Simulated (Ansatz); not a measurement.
# CH3BClFS: the cost of one run

Program: the Python package of Ansatz 0.2.0. Level of theory: MP2/cc-pVDZ. These are calculated values, not measurements.

### 1 Starting point

Bond lengths: C1–S2 1.833 Å, S2–B3 1.876 Å, B3–F4 1.503 Å, B3–Cl5 1.845 Å, C1–H6 1.161 Å, C1–H7 1.069 Å, C1–H8 1.153 Å. Angles: C1–S2–B3 93.4°, S2–C1–H6 106.7°, S2–C1–H7 114.0°, S2–C1–H8 110.4°, H6–C1–H7 110.4°, H6–C1–H8 104.0°, H7–C1–H8 110.8°, S2–B3–F4 120.1°, S2–B3–Cl5 121.6°, F4–B3–Cl5 118.1°.

The script holds or builds the structure itself.

### 2 The code

File bde.py:

```python
"""X-H bond energies and deprotonation of CH3BClFS without relaxation."""

import ansatz


def energy(molecule, charge=0, unpaired=0):
    calc = (
        molecule.calculation()
        .basis(gaussian="cc-pVDZ")
        .correlation("mp2")
        .accuracy("medium")
        .scf(lower_state_search="off")
    )
    if charge:
        calc = calc.charge(charge)
    if unpaired:
        calc = calc.spin("collinear", total=unpaired)
    report = calc.run(threads=1, backend="cpu").report
    if report["published_state_doubts"]:
        print("  doubts:", report["published_state_doubts"])
    return report["free_energy_ev"]

def without(molecule, index):
    rest = ansatz.Crystal.molecule()
    for i, site in enumerate(molecule.cartesian_sites):
        if i != index:
            rest = rest.atom(site.symbol, site.position_ang)
    return rest


def main() -> None:
    mol = (
        ansatz.Crystal.molecule()
        .atom("C", (0.0948, 0.9294, 0.7537))
        .atom("S", (-1.2665, -0.2457, 0.3998))
        .atom("B", (-0.2322, -1.2597, -0.7924))
        .atom("F", (0.6814, -2.3349, -0.2732))
        .atom("Cl", (-0.1829, -0.8754, -2.5966))
        .atom("H", (-0.3422, 1.7465, 1.4529))
        .atom("H", (0.9539, 0.4769, 1.2017))
        .atom("H", (0.3858, 1.5058, -0.2017))
    )

    whole = energy(mol, 0)
    hydrogen = energy(ansatz.Crystal.molecule().atom("H", (0, 0, 0)), 0, 1)
    print(f"E(molecule) = {whole:.5f} eV, E(H) = {hydrogen:.5f} eV")
    for index in [7]:
        radical = energy(without(mol, index), 0, 1)
        print(f"H{index}: homolysis {23.060548 * (radical + hydrogen - whole):.1f} kcal/mol")
        anion = energy(without(mol, index), -1)
        print(f"H{index}: loss of a proton {23.060548 * (anion - whole):.1f} kcal/mol")


if __name__ == "__main__":
    main()
```

### 3 The input behind the calls

The package turns the script's settings into the engine's input (first run):

```yaml
crystal:
  periodic: [false, false, false]
  atoms:
    - { symbol: C, position_ang: [0.0948, 0.9294, 0.7537] }
    - { symbol: S, position_ang: [-1.2665, -0.2457, 0.3998] }
    - { symbol: B, position_ang: [-0.2322, -1.2597, -0.7924] }
    - { symbol: F, position_ang: [0.6814, -2.3349, -0.2732] }
    - { symbol: Cl, position_ang: [-0.1829, -0.8754, -2.5966] }
    - { symbol: H, position_ang: [-0.3422, 1.7465, 1.4529] }
    - { symbol: H, position_ang: [0.9539, 0.4769, 1.2017] }
    - { symbol: H, position_ang: [0.3858, 1.5058, -0.2017] }
accuracy: medium
basis:
  gaussian:
    orbitals: cc-pVDZ
correlation:
  method: mp2
scf:
  lower_state_search: "off"
```

### 4 Running it

On the command line:

```bash
$ python bde.py
```

What time and memory should one allow on 1 thread of AMD EPYC (Zen 3), shared host?

About 8.8 s, with a peak of 0.26 GiB.
